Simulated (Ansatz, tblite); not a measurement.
# SiMe(OiPr)3 (C10H24O3Si): rung by rung

An exercise on one series of results from a longer session: the logs are not shown, and one member is left open.

Program: Ansatz 0.2.0, Gaussian basis. Level of theory: as each input shows. These are calculated values, not measurements.

Levels to be run: GFN1-xTB, GFN2-xTB, PBE-D4/def2-TZVP, r2SCAN-D4/def2-TZVP, LC-ωPBE/def2-TZVP, B97M-V/def2-TZVP, BLYP-D4/def2-TZVP, PBE-D4/def2-SVP, PBE0-D4/def2-SVP, HF/STO-3G, CCSD(T)/def2-SVP, MP2/def2-TZVP, RPA/def2-TZVP.

## The structure

The singlet was relaxed beforehand with PBE-D4/def2-SVP.

38 atoms, charge 0, spin multiplicity 1.

Bond lengths: Si1–C2 1.875 Å, Si1–O6 1.671 Å, Si1–O17 1.671 Å, Si1–O28 1.670 Å, C2–H3 1.109 Å, C2–H4 1.109 Å, C2–H5 1.109 Å, O6–C7 1.436 Å, C7–C8 1.525 Å, C7–C9 1.528 Å, C7–H10 1.118 Å, C8–H11 1.109 Å, C8–H12 1.109 Å, C8–H13 1.108 Å, C9–H14 1.107 Å, C9–H15 1.109 Å, C9–H16 1.109 Å, O17–C18 1.435 Å and more. Angles: C2–Si1–O6 111.2°, C2–Si1–O17 111.2°, C2–Si1–O28 111.3°, O6–Si1–O17 107.8°, O6–Si1–O28 107.3°, O17–Si1–O28 107.8°, Si1–C2–H3 111.2°, Si1–C2–H4 111.0°, Si1–C2–H5 111.0°, H3–C2–H4 107.8°, H3–C2–H5 107.9°, H4–C2–H5 107.8°, Si1–O6–C7 124.9°, O6–C7–C8 107.8°, O6–C7–C9 109.5°, O6–C7–H10 109.5°, C8–C7–C9 113.2°, C8–C7–H10 108.4° and more.

PBE0-D4/def2-TZVP was run before; its log isn't repeated, and its numbers join the tables.

Set-up of the first run:

Tight binding, by tblite at 300 K electronic temperature and without a spin-polarisation term:

```python
tblite.interface.Calculator('GFN1-xTB', numbers, positions, charge=0, uhf=0).singlepoint()
```

Tight binding, by tblite at 300 K electronic temperature and without a spin-polarisation term:

```python
tblite.interface.Calculator('GFN2-xTB', numbers, positions, charge=0, uhf=0).singlepoint()
```

start.molden holds the orbitals of an earlier run on this state, given as this run's starting guess.

The input, in.yaml:

```yaml
crystal:
  periodic: [false, false, false]
  atoms:
    - {symbol: Si, position_ang: [0.092663, -0.064479, 0.488530]}
    - {symbol: C, position_ang: [0.429405, -0.356385, 2.309557]}
    - {symbol: H, position_ang: [-0.512703, -0.365459, 2.895191]}
    - {symbol: H, position_ang: [1.080373, 0.439416, 2.726349]}
    - {symbol: H, position_ang: [0.938679, -1.329023, 2.469322]}
    - {symbol: O, position_ang: [1.499565, -0.157650, -0.408901]}
    - {symbol: C, position_ang: [2.269137, -1.353058, -0.609807]}
    - {symbol: C, position_ang: [3.740873, -0.957147, -0.657981]}
    - {symbol: C, position_ang: [1.793558, -2.056825, -1.879411]}
    - {symbol: H, position_ang: [2.117557, -2.044900, 0.255583]}
    - {symbol: H, position_ang: [3.919432, -0.258574, -1.501203]}
    - {symbol: H, position_ang: [4.388551, -1.846155, -0.796902]}
    - {symbol: H, position_ang: [4.038998, -0.447505, 0.279646]}
    - {symbol: H, position_ang: [0.717899, -2.305223, -1.795097]}
    - {symbol: H, position_ang: [1.929570, -1.390473, -2.755904]}
    - {symbol: H, position_ang: [2.365306, -2.990877, -2.055656]}
    - {symbol: O, position_ang: [-0.577626, 1.444131, 0.232318]}
    - {symbol: C, position_ang: [0.068391, 2.701378, 0.479398]}
    - {symbol: C, position_ang: [-1.008509, 3.704595, 0.880688]}
    - {symbol: C, position_ang: [0.855038, 3.129030, -0.759832]}
    - {symbol: H, position_ang: [0.783702, 2.591936, 1.332686]}
    - {symbol: H, position_ang: [-1.741266, 3.824156, 0.055747]}
    - {symbol: H, position_ang: [-0.565989, 4.696530, 1.103063]}
    - {symbol: H, position_ang: [-1.555202, 3.353197, 1.778587]}
    - {symbol: H, position_ang: [1.606747, 2.358704, -1.020263]}
    - {symbol: H, position_ang: [0.166809, 3.247331, -1.622337]}
    - {symbol: H, position_ang: [1.373863, 4.094486, -0.588402]}
    - {symbol: O, position_ang: [-0.963925, -1.204286, -0.123425]}
    - {symbol: C, position_ang: [-2.323524, -1.401025, 0.289282]}
    - {symbol: C, position_ang: [-2.649113, -2.881619, 0.119109]}
    - {symbol: C, position_ang: [-3.245403, -0.486629, -0.518667]}
    - {symbol: H, position_ang: [-2.425876, -1.140104, 1.372569]}
    - {symbol: H, position_ang: [-2.545548, -3.172838, -0.947029]}
    - {symbol: H, position_ang: [-3.686448, -3.101097, 0.443565]}
    - {symbol: H, position_ang: [-1.953708, -3.506062, 0.715361]}
    - {symbol: H, position_ang: [-2.953570, 0.572549, -0.379118]}
    - {symbol: H, position_ang: [-3.164815, -0.727674, -1.599077]}
    - {symbol: H, position_ang: [-4.302901, -0.612377, -0.207523]}
basis:
  gaussian: {orbitals: def2-TZVP, fitting: {mean_field: def2-universal-jkfit}, initial_orbitals: start.molden}
hamiltonian: {xc: pbe, dispersion: d4}
scf: {omitted_lower_state_checks: [starts]}
output: {forces: true, orbitals: {seedname: orbitals}}
```

The run is started by

```
ansatz run in.yaml --threads 2 --pin off --events-out ev --progress --plain --max-ram 32768MiB --backend cuda --devices 0, --max-vram 18GiB
```

Steps of the session up to this table: PBE-D4/def2-TZVP; r2SCAN-D4/def2-TZVP; LC-ωPBE/def2-TZVP; B97M-V/def2-TZVP; BLYP-D4/def2-TZVP; PBE-D4/def2-SVP; PBE0-D4/def2-SVP; HF/STO-3G; CCSD(T)/def2-SVP; MP2/def2-TZVP; RPA/def2-TZVP.

One of the session's tables, all rows but one given; the rest of the session is left out.

It belongs to the step «Binding energy». 

```
             method  binding an atom (eV)
          HF/STO-3G                 3.766
        HF/def2-SVP                 3.178
       HF/def2-TZVP                 3.132
    PBE-D4/def2-SVP                 4.309
   PBE-D4/def2-TZVP                 4.276
  BLYP-D4/def2-TZVP                 4.186
r2SCAN-D4/def2-TZVP                 4.211
   B97M-V/def2-TZVP                 4.200
   PBE0-D4/def2-SVP                 4.250
  PBE0-D4/def2-TZVP                 4.216
  LC-ωPBE/def2-TZVP                 4.190
       MP2/def2-SVP                     ?
      MP2/def2-TZVP                 4.117
      CCSD/def2-SVP                 3.992
   CCSD(T)/def2-SVP                 4.029
```

Estimate the missing values for MP2/def2-SVP.

The run gave: binding an atom (eV): 4.064. In the column «binding an atom (eV)» it lies between CCSD(T)/def2-SVP (4.029) and MP2/def2-TZVP (4.117).

Limits of these values: Free atoms were run apart at each level; binding is atoms less cluster, divided by the number of atoms, without zero-point or spin-orbit terms.
